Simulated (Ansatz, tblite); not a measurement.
# GeH(NMe2)3 (C6H19GeN3): spin-state energies by level

Aim: set other spin states of GeH(NMe2)3 (C6H19GeN3) against its singlet, on many levels of theory.

The runs use Ansatz 0.2.0, Gaussian basis; level and basis change from run to run.

Plan: triplet, at the geometry of the singlet (GFN1-xTB, GFN2-xTB, PBE0-D4/def2-TZVP, PBE-D4/def2-TZVP, r2SCAN-D4/def2-TZVP); the singlet's energies come from earlier runs.

## 1. The relaxed structure

The geometry is that of the singlet, from an earlier relaxation (PBE-D4/def2-SVP).

29 atoms, charge 0, spin multiplicity 1.

Bond lengths: Ge1–H2 1.558 Å, Ge1–N3 1.855 Å, Ge1–N12 1.855 Å, Ge1–N21 1.847 Å, N3–C4 1.448 Å, N3–C5 1.446 Å, C4–H6 1.121 Å, C4–H7 1.109 Å, C4–H8 1.116 Å, C5–H9 1.109 Å, C5–H10 1.116 Å, C5–H11 1.121 Å, N12–C13 1.448 Å, N12–C14 1.446 Å, C13–H15 1.116 Å, C13–H16 1.109 Å, C13–H17 1.121 Å, C14–H18 1.110 Å and more. Angles: H2–Ge1–N3 105.7°, H2–Ge1–N12 105.7°, H2–Ge1–N21 120.0°, N3–Ge1–N12 119.1°, N3–Ge1–N21 103.7°, N12–Ge1–N21 103.5°, Ge1–N3–C4 119.4°, Ge1–N3–C5 120.3°, C4–N3–C5 114.4°, N3–C4–H6 113.3°, N3–C4–H7 110.3°, N3–C4–H8 111.0°, H6–C4–H7 107.8°, H6–C4–H8 106.8°, H7–C4–H8 107.4°, N3–C5–H9 110.7°, N3–C5–H10 111.0°, N3–C5–H11 113.6° and more.

## 2. Triplet at the fixed geometry, GFN1-xTB

Tight binding, by tblite at 300 K electronic temperature and without a spin-polarisation term:

```python
tblite.interface.Calculator('GFN1-xTB', numbers, positions, charge=0, uhf=2).singlepoint()
```

Energy -922.8764 eV; 0.044 s.

## 3. Triplet at the fixed geometry, GFN2-xTB

Tight binding, by tblite at 300 K electronic temperature and without a spin-polarisation term:

```python
tblite.interface.Calculator('GFN2-xTB', numbers, positions, charge=0, uhf=2).singlepoint()
```

Energy -898.2027 eV; 0.024 s.

## 4. Triplet at the fixed geometry, PBE0-D4/def2-TZVP

in.yaml reads:

```yaml
crystal:
  periodic: [false, false, false]
  atoms:
    - {symbol: Ge, position_ang: [-0.019328, -0.085660, 0.758338]}
    - {symbol: H, position_ang: [0.065631, -0.050749, 2.313934]}
    - {symbol: N, position_ang: [1.733363, -0.212331, 0.163134]}
    - {symbol: C, position_ang: [2.005567, -0.171879, -1.258831]}
    - {symbol: C, position_ang: [2.820806, 0.256135, 0.993302]}
    - {symbol: H, position_ang: [2.229680, 0.858218, -1.638580]}
    - {symbol: H, position_ang: [1.136659, -0.561099, -1.827435]}
    - {symbol: H, position_ang: [2.885312, -0.808780, -1.516049]}
    - {symbol: H, position_ang: [2.542395, 0.209756, 2.066295]}
    - {symbol: H, position_ang: [3.728619, -0.379843, 0.859941]}
    - {symbol: H, position_ang: [3.132030, 1.309979, 0.771994]}
    - {symbol: N, position_ang: [-1.031310, 1.392981, 0.276851]}
    - {symbol: C, position_ang: [-1.251730, 1.681038, -1.125317]}
    - {symbol: C, position_ang: [-1.073673, 2.553798, 1.138555]}
    - {symbol: H, position_ang: [-2.255305, 2.142491, -1.285536]}
    - {symbol: H, position_ang: [-1.217329, 0.745034, -1.719067]}
    - {symbol: H, position_ang: [-0.497471, 2.388428, -1.556882]}
    - {symbol: H, position_ang: [-0.890106, 2.264958, 2.193997]}
    - {symbol: H, position_ang: [-0.321105, 3.339874, 0.869372]}
    - {symbol: H, position_ang: [-2.075879, 3.044268, 1.100045]}
    - {symbol: N, position_ang: [-0.871259, -1.487258, -0.089783]}
    - {symbol: C, position_ang: [-2.318087, -1.556024, -0.106896]}
    - {symbol: C, position_ang: [-0.210956, -2.769311, -0.224818]}
    - {symbol: H, position_ang: [-2.691247, -1.931619, -1.089558]}
    - {symbol: H, position_ang: [-2.749361, -0.549080, 0.059784]}
    - {symbol: H, position_ang: [-2.730052, -2.241167, 0.677792]}
    - {symbol: H, position_ang: [0.886475, -2.642758, -0.139389]}
    - {symbol: H, position_ang: [-0.533820, -3.508569, 0.552366]}
    - {symbol: H, position_ang: [-0.428487, -3.230830, -1.217570]}
basis:
  gaussian: {orbitals: def2-TZVP, fitting: {mean_field: def2-universal-jkfit}}
magnetization: {spin_polarized: true, initial_magnetization: 2}
hamiltonian: {xc: pbe0, dispersion: d4}
scf: {omitted_lower_state_checks: [starts]}
output: {orbitals: {seedname: orbitals}}
```

On the command line:

```sh
ansatz run in.yaml --threads 2 --pin off --events-out ev --progress --plain --max-ram 32768MiB --backend cuda --devices 0, --max-vram 18GiB
```

Log:

```text
Functional definition: PBE0
  name "PBE0"
  cite "Adamo & Barone, J. Chem. Phys. 110, 6158 (1999) doi:10.1063/1.478522"
  cite "Perdew, Burke & Ernzerhof, Phys. Rev. Lett. 77, 3865 (1996) doi:10.1103/PhysRevLett.77.3865"
  parent pbe
  parameter a = 0.25
  parameter kappa = 0.804
  parameter beta = 0.06672455060314922
  exchange = (1 - a)*pbe_x(kappa = kappa, mu = beta*pi^2/3) + a*exact_x
  correlation = pbe_c(beta = beta)
these checks for a lower state are left out or cut short: starts
1289 factors; integrals over basis functions are off by at most 5.6e-1 eV
mean field evaluation 1: about -67476.8462 eV, gradient 6.9e1 eV
mean field evaluation 2: about -67440.1849 eV, gradient 1.1e2 eV
mean field evaluation 4: about -67497.3804 eV, gradient 1.4e1 eV
mean field evaluation 8: about -67498.6130 eV, gradient 2.0e0 eV
mean field evaluation 16: about -67498.7564 eV, gradient 1.8e-1 eV
mean field evaluation 32: about -67498.7570 eV, gradient 4.0e-5 eV
mean field -67498.75696754 eV, -2480.5335662562 hartree, gradient 1.0e-5 eV, S^2 2.012123; 0 other end points of the search recorded, 0 dependent functions left out
reference -67498.75702071 eV, -2480.5335682105 hartree; 55, 53 occupied and 386, 388 virtual orbitals, 1289 factors
Total energy: -67499.45751635 eV, -2480.5593109504 hartree
Checks for a lower state left out: starts
```

It took 12 s on 1 × H100 (card shared with other runs) with 2 threads of AMD EPYC 7R13, shared host; peak host memory 0.95 GiB.

Report: HOMO -0.76 eV, LUMO -4.32 eV (over both spins; with the spin held, an empty level of the minority spin lies below the top filled one); ⟨S²⟩ 2.012 (pure: 2.00).

## 5. Triplet at the fixed geometry, PBE-D4/def2-TZVP

start.molden holds the orbitals of an earlier run on this state, given as this run's starting guess.

in.yaml: that of step 4 with these lines changed.

```diff
@@ -33,5 +33,5 @@
 basis:
-  gaussian: {orbitals: def2-TZVP, fitting: {mean_field: def2-universal-jkfit}}
+  gaussian: {orbitals: def2-TZVP, fitting: {mean_field: def2-universal-jkfit}, initial_orbitals: start.molden}
 magnetization: {spin_polarized: true, initial_magnetization: 2}
-hamiltonian: {xc: pbe0, dispersion: d4}
+hamiltonian: {xc: pbe, dispersion: d4}
 scf: {omitted_lower_state_checks: [starts]}
```

The command is unchanged.

Log:

```text
Functional definition: PBE
  name "PBE"
  cite "Perdew, Burke & Ernzerhof, Phys. Rev. Lett. 77, 3865 (1996) doi:10.1103/PhysRevLett.77.3865"
  parent pbe
  parameter kappa = 0.804
  parameter beta = 0.06672455060314922
  exchange = pbe_x(kappa = kappa, mu = beta*pi^2/3)
  correlation = pbe_c(beta = beta)
these checks for a lower state are left out or cut short: starts
1289 factors; integrals over basis functions are off by at most 5.6e-1 eV
mean field evaluation 1: about -67496.0745 eV, gradient 1.1e1 eV
mean field evaluation 2: about -67496.3496 eV, gradient 3.6e-1 eV
mean field evaluation 4: about -67496.3643 eV, gradient 4.2e-2 eV
mean field evaluation 8: about -67496.3643 eV, gradient 3.9e-2 eV
mean field evaluation 16: about -67496.3649 eV, gradient 9.3e-4 eV
mean field -67496.36485335 eV, -2480.4456576812 hartree, gradient 1.7e-6 eV, S^2 2.003927; 0 other end points of the search recorded, 0 dependent functions left out
reference -67496.36492400 eV, -2480.4456602777 hartree; 55, 53 occupied and 386, 388 virtual orbitals, 1289 factors
Total energy: -67497.17500392 eV, -2480.4754301657 hartree
Checks for a lower state left out: starts
```

Wall time 11 s (1 × H100 (card shared with other runs) with 2 threads of AMD EPYC 7R13, shared host); peak host memory 0.93 GiB.

Report: HOMO -0.44 eV, LUMO -5.04 eV (over both spins; with the spin held, an empty level of the minority spin lies below the top filled one); ⟨S²⟩ 2.004 (pure: 2.00).

## 6. Triplet at the fixed geometry, r2SCAN-D4/def2-TZVP

in.yaml: that of step 5 with these lines changed.

```diff
@@ -35,3 +35,3 @@
 magnetization: {spin_polarized: true, initial_magnetization: 2}
-hamiltonian: {xc: pbe, dispersion: d4}
+hamiltonian: {xc: r2scan, dispersion: d4}
 scf: {omitted_lower_state_checks: [starts]}
```

Launched as before.

Log (excerpt; [...] marks lines left out):

```text
Functional definition: r2SCAN
  name "r2SCAN"
  cite "Furness, Kaplan, Ning, Perdew & Sun, J. Phys. Chem. Lett. 11, 8208 (2020) doi:10.1021/acs.jpclett.0c02405"
  cite "Furness, Kaplan, Ning, Perdew & Sun, J. Phys. Chem. Lett. 11, 9248 (2020) doi:10.1021/acs.jpclett.0c03077"
  parent r2scan
[...]
1289 factors; integrals over basis functions are off by at most 5.6e-1 eV
[...]
mean field -67512.58616765 eV, -2481.0417799867 hartree, gradient 3.6e-6 eV, S^2 2.009771; 0 other end points of the search recorded, 0 dependent functions left out
reference -67512.58619137 eV, -2481.0417808583 hartree; 55, 53 occupied and 386, 388 virtual orbitals, 1289 factors
Total energy: -67512.82353745 eV, -2481.0505031657 hartree
Checks for a lower state left out: starts
```

Run time: 11 s. Hardware: 1 × H100 (card shared with other runs) with 2 threads of AMD EPYC 7R13, shared host; peak host memory 1.1 GiB.

Report: HOMO -0.32 eV, LUMO -4.81 eV (over both spins; with the spin held, an empty level of the minority spin lies below the top filled one); ⟨S²⟩ 2.010 (pure: 2.00).

## 7. Triplet less singlet, vertical

The singlet's energies are those of its earlier runs, whose logs aren't repeated here.

```tsv
level	triplet less singlet, vertical (eV)	time
GFN1-xTB	+5.234	0.078 s
GFN2-xTB	+5.711	0.043 s
PBE-D4/def2-TZVP	+4.636	17 s
r2SCAN-D4/def2-TZVP	+4.894	19 s
PBE0-D4/def2-TZVP	+5.197	21 s
```

Times add the two runs; a level without a time comes out of a correlated run. Tight binding without a spin term can't rank spin states.

## 8. Summary of results

| quantity | value |
| --- | --- |
| triplet less singlet, vertical, functionals in def2-TZVP | +4.636 (PBE-D4) to +5.197 eV (PBE0-D4) |

**Reading.** All functionals put the triplet above the singlet, over a spread of 0.561 eV. The checks for a lower triplet were left out, so another state of that spin may lie lower. These are electronic energies, without zero-point motion, entropy or surroundings.
